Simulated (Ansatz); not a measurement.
**Ge₂H (doublet): wave-function methods side by side, cc-pVDZ**

How much of the correlation energy of Ge₂H (doublet) does each wave-function method recover here?

Program: Ansatz 0.2.0, Gaussian basis. Level of theory: cc-pVDZ, core rule «outside noble gas», up to 28 orbitals frozen. These are calculated values, not measurements.

The runs, in order: UHF; CCSD(T) on ROHF; CCSD(T) on UHF; BCCD(T) on ROHF; CISD; CCSDT(Q) on ROHF; CCSDT(Q) on UHF; CASSCF and MRCISD+Q, 9 electrons in 9 orbitals; CASSCF and NEVPT2, 9 electrons in 9 orbitals.

23 further runs of the same task are left out: 10 that didn't finish, 13 set aside as unsound or not needed.

### Step 1. The system

The geometry is a PBE0/def2-TZVP stationary point (not a proven minimum) of the parent state, kept for this charge and spin. No spin-orbit coupling is included. The filled d shell of Ge may be among the frozen orbitals whatever the setting's name suggests; the logs give the count.

3 atoms, charge 0, spin multiplicity 2.

Atoms are counted from 1 here; the program's logs count them from 0.

Bond lengths: Ge1–Ge2 2.463 Å, Ge1–H3 1.593 Å. Angles: Ge2–Ge1–H3 107.0°.

### Step 2. UHF

in.yaml

```yaml
crystal:
  periodic: [false, false, false]
  atoms:
    - {symbol: Ge, position_ang: [0.000000, -0.042268, 1.219169]}
    - {symbol: Ge, position_ang: [0.000000, 0.021899, -1.243104]}
    - {symbol: H, position_ang: [0.000000, 1.467966, 1.724950]}
basis:
  gaussian: {orbitals: cc-pVDZ}
magnetization: {spin_polarized: true, initial_magnetization: 1}
hamiltonian: {xc: hf}
output: {orbitals: {seedname: orbitals}}
```

Run with:

```console
ansatz run in.yaml --threads 1 --pin off --events-out ev --progress --plain --max-ram 2393MiB
```

The runs that follow: CCSD(T) on ROHF; CCSD(T) on UHF; BCCD(T) on ROHF; CISD; CCSDT(Q) on ROHF; CCSDT(Q) on UHF; CASSCF and MRCISD+Q, 9 electrons in 9 orbitals; CASSCF and NEVPT2, 9 electrons in 9 orbitals.

**Question.** What will the summary of the whole plan be? Wanted: RCCSDT(Q) below the RHF energy; RMP2 from RCCSDT(Q); UMP2 from RCCSDT(Q); RCCSD from RCCSDT(Q); RCCSD(T) from RCCSDT(Q); UCCSD(T) from RCCSDT(Q); UCCSDT(Q) from RCCSDT(Q); NEVPT2 valence from RCCSDT(Q); MRCISD+Q valence from RCCSDT(Q).

**Answer**, as computed:

```
                         quantity                                        value
   RCCSDT(Q) below the RHF energy                                   -4.9772 eV
              RMP2 from RCCSDT(Q)                              +29.67 kcal/mol
              UMP2 from RCCSDT(Q)                              +32.05 kcal/mol
             RCCSD from RCCSDT(Q)                               +6.54 kcal/mol
          RCCSD(T) from RCCSDT(Q)                               +1.85 kcal/mol
          UCCSD(T) from RCCSDT(Q)                               +1.94 kcal/mol
         UCCSDT(Q) from RCCSDT(Q)                               -0.08 kcal/mol
    NEVPT2 valence from RCCSDT(Q)                              +17.09 kcal/mol
  MRCISD+Q valence from RCCSDT(Q)                               -0.07 kcal/mol
levels within 1 kcal/mol (43 meV)  RCCSDT, UCCSDT, UCCSDT(Q), MRCISD+Q valence
                    T1 diagnostic                                        0.053
   effectively unpaired electrons                                         1.12
```

In words: RCCSD(T) misses by +1.85 kcal/mol, 1.6 % of the correlation energy. The occupations are near whole numbers, but T1 = 0.053 shows that the orbitals relax strongly. Of the multireference levels listed MRCISD+Q valence comes nearest in total energy (-0.07 kcal/mol), which doesn't show that its space is the better one. Coupled cluster took another determinant than the lowest Hartree-Fock one. These misses are within one basis, not against nature; the frozen cores of restricted and unrestricted runs differ, which can shift their rows.
